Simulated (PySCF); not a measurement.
# [CeF3(NH3)]−: other functionals and bases at one geometry

How far do other levels of theory move the description of [CeF3(NH3)]−, and what does each cost? It is a constructed species; whether it can be made isn't addressed.

Method: several levels, as the steps say, no spin–orbit coupling; program: PySCF 2.14.0.

1 further run of the same task is left out (for a known fault of the program).

## 1. Where the work starts

8 atoms, charge -1, spin multiplicity 1.

Bond lengths: Ce1–F2 2.304 Å, Ce1–F3 2.304 Å, Ce1–F4 2.304 Å, Ce1–N5 2.866 Å, N5–H6 1.018 Å, N5–H7 1.018 Å, N5–H8 1.018 Å. Angles: F2–Ce1–F3 119.9°, F2–Ce1–F4 119.9°, F2–Ce1–N5 91.4°, F3–Ce1–F4 119.9°, F3–Ce1–N5 91.4°, F4–Ce1–N5 91.4°, Ce1–N5–H6 111.0°, Ce1–N5–H7 111.0°, Ce1–N5–H8 111.0°, H6–N5–H7 107.9°, H6–N5–H8 107.9°, H7–N5–H8 107.9°.

Geometry (Å):

```csv
atom,x (Å),y (Å),z (Å)
Ce1,0.1877,-0.1877,0.1877
F2,1.1600,1.6609,1.1600
F3,-1.6609,-1.1600,1.1600
F4,1.1600,-1.1600,-1.6609
N5,-1.4667,1.4667,-1.4667
H6,-2.0650,2.0650,-0.9010
H7,-0.9010,2.0650,-2.0650
H8,-2.0650,0.9010,-2.0650
```

Formal oxidation states: Ce +2. Each metal's 2 4f electrons lie in its core potential, so multiplicities, spins and levels count the valence alone. For divalent La, Ce, Gd or Lu the extra electron is normally 5d or 6s, so this core forces an excited configuration. An earlier session relaxed this geometry at PBE0, Ce lcecp-0-SVP with ECP48, F def2-SVP, N def2-SVP, H def2-SVP (singlet, point group C3v).

At PBE0 on the finer grid: E = -382.365079 Eh, frontier levels not given, since the 4f levels lie in the core, Mulliken charge on Ce1 +0.67 e, largest force component 0.003 eV/Å. 

Levels to run: B3LYP; TPSSh; PBE0, TZVP. Hardware: 2 threads of Arm Neoverse V1, shared host.

## 2. B3LYP

Input file run.py (the lines that set the calculation):

```python
mol = gto.M(atom='''
Ce     0.18774    -0.18774     0.18774
F      1.16002     1.66091     1.16002
F     -1.66091    -1.16002     1.16002
F      1.16002    -1.16002    -1.66091
N     -1.46668     1.46668    -1.46668
H     -2.06503     2.06503    -0.90104
H     -0.90104     2.06503    -2.06503
H     -2.06503     0.90104    -2.06503''',
    basis={'Ce': 'lcecp-0-SVP', 'F': 'def2-SVP', 'N': 'def2-SVP', 'H': 'def2-SVP'},
    ecp={'Ce': 'lcecp-0-SVP'},
    charge=-1, spin=0)
mf = dft.RKS(mol, xc='B3LYP')
mf.grids.atom_grid = (75, 302)  # f atoms: unpruned, at least (60, 302)
mf = mf.density_fit()  # fitting sets: Ce AutoAux, F def2-universal-JKFIT, N def2-universal-JKFIT, H def2-universal-JKFIT
mf.conv_tol = 1e-08; mf.max_cycle = 55
mf.kernel(dm0)  # dm0: the density of the relaxed state
```

The run is started by

```
$ OMP_NUM_THREADS=2 python run.py
```

## 3. TPSSh

run.py (the lines that set the calculation), as its differences from that of step 2:

```diff
@@ -12,3 +12,3 @@
     charge=-1, spin=0)
-mf = dft.RKS(mol, xc='B3LYP')
+mf = dft.RKS(mol, xc='TPSSH')
 mf.grids.atom_grid = (75, 302)  # f atoms: unpruned, at least (60, 302)
```

## 4. PBE0, TZVP

Basis: Ce lcecp-0-TZVP with ECP48, F def2-TZVP, N def2-TZVP, H def2-TZVP. 

run.py (the lines that set the calculation), as its differences from that of step 3:

```diff
@@ -9,6 +9,6 @@
 H     -2.06503     0.90104    -2.06503''',
-    basis={'Ce': 'lcecp-0-SVP', 'F': 'def2-SVP', 'N': 'def2-SVP', 'H': 'def2-SVP'},
-    ecp={'Ce': 'lcecp-0-SVP'},
+    basis={'Ce': 'lcecp-0-TZVP', 'F': 'def2-TZVP', 'N': 'def2-TZVP', 'H': 'def2-TZVP'},
+    ecp={'Ce': 'lcecp-0-TZVP'},
     charge=-1, spin=0)
-mf = dft.RKS(mol, xc='TPSSH')
+mf = dft.RKS(mol, xc='PBE0')
 mf.grids.atom_grid = (75, 302)  # f atoms: unpruned, at least (60, 302)
@@ -16,2 +16,2 @@
 mf.conv_tol = 1e-08; mf.max_cycle = 55
-mf.kernel(dm0)  # dm0: the density of the relaxed state
+mf.kernel(dm0)  # dm0: free metal ions and neutral atoms
```

**Question.** What will these runs give? Wanted: for each run, charge on Ce1; dipole; largest force.

**Answer**, as computed:

| level | state | charge on Ce1 (e) | dipole (D) | largest force (eV/Å) | basis functions | time |
| --- | --- | --- | --- | --- | --- | --- |
| PBE0 (relaxed here) | singlet | 0.67 | 4.17 | 0.00 | 102 | 14 s |
| B3LYP | singlet | 0.60 | 4.17 | 0.11 | 102 | 5.4 s |
| TPSSh | singlet | 0.60 | 4.14 | 0.12 | 102 | 7.8 s |
| PBE0, TZVP | singlet | 1.11 | 3.89 | 0.31 | 189 | 16 s |

Times are on 2 threads of Arm Neoverse V1, shared host; the first row also made further properties. The dipole of a charged species depends on the origin, so these sizes hold for this origin alone.

The largest leftover force, 0.31 eV/Å with PBE0, TZVP, stands at a geometry relaxed at another level. The Mulliken charge on Ce spans +0.60 to +1.11 e over the levels. With 4f in the core, its levels are missing from HOMO and gap. Total energies of different levels can't be compared. Spin–orbit coupling is left out throughout.
